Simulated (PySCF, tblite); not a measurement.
**C6H7ClF2O: geometry, infrared bands and NMR shifts**

What infrared bands and NMR shifts should C6H7ClF2O (`FC[C@@H]1C=C(Cl)[C@@H](CF)O1`) show?

Programs: tblite 0.8.0 and PySCF 2.14.0, with density-fitted response routines of our own. Each step states its level of theory. These are calculated values for one molecule in the gas phase, unless marked as measured. Atoms are numbered from 0 throughout.

## 1. Starting geometry

17 atoms, charge 0, multiplicity 1; geometry from: force field or distance geometry start.

Bonds of the start (Å): F0–C1 1.38, C1–C2 1.52, C2–C3 1.50, C3–C4 1.32, C4–Cl5 1.78, C4–C6 1.47, C6–C7 1.51, C7–F8 1.40, C6–O9 1.38, O9–C2 1.40, C1–H10 1.11, C1–H11 1.11, C2–H12 1.10, C3–H13 1.10, C6–H14 1.11, C7–H15 1.10, C7–H16 1.11.

## 2. Relaxing the molecule with GFN2-xTB

What the job is given:

```
{"job": {"kind": "relax", "xc": "GFN2-xTB", "basis": "xTB"}, "charge": 0, "multiplicity": 1}
F      3.168800    -0.926800    -0.483300
C      2.349200     0.170100    -0.342800
C      1.025000    -0.148500     0.333100
C      0.347000    -1.134700    -0.577500
C     -0.844500    -0.616200    -0.813600
Cl    -2.085700    -1.360400    -1.842800
C     -1.019600     0.685600    -0.148500
C     -1.924200     0.538200     1.056400
F     -3.174400     0.061900     0.634100
O      0.263600     1.018700     0.237000
H      2.166100     0.630100    -1.335500
H      2.868000     0.926300     0.288900
H      1.153100    -0.514500     1.359000
H      0.779000    -2.085000    -0.922300
H     -1.498500     1.457700    -0.783300
H     -1.486600    -0.193300     1.757000
H     -2.093100     1.502900     1.574300
```

On the command line:

```bash
$ OMP_NUM_THREADS=1 python probes_run.py task.json out
```

One launch serves the whole session: the jobs run in the order shown.

**Question.** This job is followed by: GFN2-xTB harmonic vibrations, gas phase; GIAO PBE0/pcSseg-1 NMR shielding, non-relativistic, gas phase. Predict these results of the whole session: strongest single infrared mode (GFN2-xTB); zero-point energy (GFN2-xTB); ¹³C shifts against TMS (PBE0/pcSseg-1); ¹H shifts against TMS (PBE0/pcSseg-1); ¹⁹F shifts against CFCl3 (PBE0/pcSseg-1); ³⁵Cl shifts against HCl (PBE0/pcSseg-1); ¹⁷O shifts against H2O (PBE0/pcSseg-1); surface potential, 1st and 99th percentile.

The runs gave:

```
                                 quantity                                         value
strongest single infrared mode (GFN2-xTB)                          1071 cm⁻¹, 98 km/mol
             zero-point energy (GFN2-xTB)                                 75.2 kcal/mol
   ¹³C shifts against TMS (PBE0/pcSseg-1)      147.1, 132.9, 90.4, 89.9, 89.3, 89.1 ppm
    ¹H shifts against TMS (PBE0/pcSseg-1)  6.22, 5.20, 4.86, 4.86, 4.84, 4.58, 4.38 ppm
 ¹⁹F shifts against CFCl3 (PBE0/pcSseg-1)                            -251.8, -258.6 ppm
  ³⁵Cl shifts against HCl (PBE0/pcSseg-1)                                       172 ppm
   ¹⁷O shifts against H2O (PBE0/pcSseg-1)                                      57.8 ppm
    surface potential, 1st and 99th percentile                            -0.98 V and 1.08 V
```

What this shows: Relaxing lowered the energy by 0.422 eV in 91 steps; the close pair that moved most is C4–Cl5, from 1.776 to 1.701 Å. No mode is imaginary among the 45: a minimum at this level. The strongest single mode, at 1071 cm⁻¹, is spread over many atoms; the largest shares are those of C7, F8. Unscaled tight-binding wavenumbers are off by several per cent, some by more. Its intensities can rank the bands wrongly. The most deshielded hydrogen is H13 (hydrogen on an alkene CH), at 6.22 ppm: olefinic region. At PBE0/pcSseg-1: Shielding is most anisotropic at Cl5 (span 408 ppm, paramagnetic term -369 ppm). By nearest atom (PBE0/pcSseg-1), the HOMO sits on C3 21 %; C4 17 % and the LUMO on C3, C4 about 31 % each; H13 9 %.
